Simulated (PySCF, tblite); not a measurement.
# C₅H₁₁B: geometry, infrared bands and NMR shifts

What infrared bands and NMR shifts should C₅H₁₁B (`B/C=C\C(C)C`) show?

Programs: tblite 0.8.0 and PySCF 2.14.0, with density-fitted response routines of our own. Each step states its level of theory. These are calculated values for one molecule in the gas phase, unless marked as measured. Atoms count from 0, in the outputs and in this text.

## Step 1: The molecule as given

17 atoms, charge 0, multiplicity 1; geometry from: force field or distance geometry start.

Bonds of the start (Å): B0–C1 1.57, C1–C2 1.34, C2–C3 1.53, C3–C4 1.54, C3–C5 1.53, B0–H6 1.19, B0–H7 1.18, C1–H8 1.10, C2–H9 1.09, C3–H10 1.11, C4–H11 1.11, C4–H12 1.11, C4–H13 1.10, C5–H14 1.12, C5–H15 1.12, C5–H16 1.10.

## Step 2: Relaxing the molecule with GFN2-xTB

What the job is given:

```
{"job": {"kind": "relax", "xc": "GFN2-xTB", "basis": "xTB"}, "charge": 0, "multiplicity": 1}
B      2.487500     0.603900    -0.365400
C      1.695300     0.179100     0.923300
C      0.428300    -0.240800     0.974600
C     -0.493500    -0.329400    -0.244700
C     -1.653800    -1.297900     0.061600
C     -1.040400     1.045700    -0.617300
H      1.969800     0.608500    -1.433100
H      3.612800     0.951300    -0.272500
H      2.262700     0.203200     1.865100
H      0.014500    -0.524500     1.945300
H      0.067000    -0.759900    -1.099000
H     -1.262700    -2.304400     0.319800
H     -2.301200    -1.401100    -0.835200
H     -2.270000    -0.922400     0.893700
H     -0.208200     1.749800    -0.856400
H     -1.626200     1.479300     0.236100
H     -1.688900     0.971700    -1.505600
```

The run is started by

```
$ OMP_NUM_THREADS=1 python probes_run.py task.json out
```

This one command runs all jobs of the session in turn.

**Question.** This job is followed by: GFN2-xTB harmonic vibrations, gas phase; GIAO PBE0/pcSseg-1 NMR shielding, non-relativistic, gas phase. Predict these results of the whole session: strongest single infrared mode (GFN2-xTB); zero-point energy (GFN2-xTB); ¹³C shifts against TMS (PBE0/pcSseg-1, means over atoms taken as alike); ¹H shifts against TMS (PBE0/pcSseg-1, means over atoms taken as alike); ¹¹B shifts against BF3·OEt2 (PBE0/pcSseg-1); surface potential, 1st and 99th percentile.

As calculated:

| quantity | value |
| --- | --- |
| strongest single infrared mode (GFN2-xTB) | 843 cm⁻¹, 169 km/mol |
| zero-point energy (GFN2-xTB) | 91.1 kcal/mol |
| ¹³C shifts against TMS (PBE0/pcSseg-1, means over atoms taken as alike) | 183.2, 140.2, 35.7, 25.2 ppm |
| ¹H shifts against TMS (PBE0/pcSseg-1, means over atoms taken as alike) | 7.19, 7.15, 7.08, 3.33, 1.08 ppm |
| ¹¹B shifts against BF3·OEt2 (PBE0/pcSseg-1) | 69.0 ppm |
| surface potential, 1st and 99th percentile | -0.50 V and 0.85 V |

In words: Over 129 steps the energy fell by 0.152 eV; of the close pairs, C2–C3 changed most, 1.531 to 1.495 Å. No mode is imaginary among the 45: a minimum at this level. The strongest single mode, at 843 cm⁻¹, has its largest shares on H7, B0 and H6 (the list is cut at 3 atoms). GFN2-xTB is a fitted tight-binding method: band positions and strengths are rough. Its intensities can rank the bands wrongly. By nearest atom (PBE0/pcSseg-1), the HOMO sits on C1 38 %; C2 28 % and the LUMO on B0 38 %; C2 23 %.
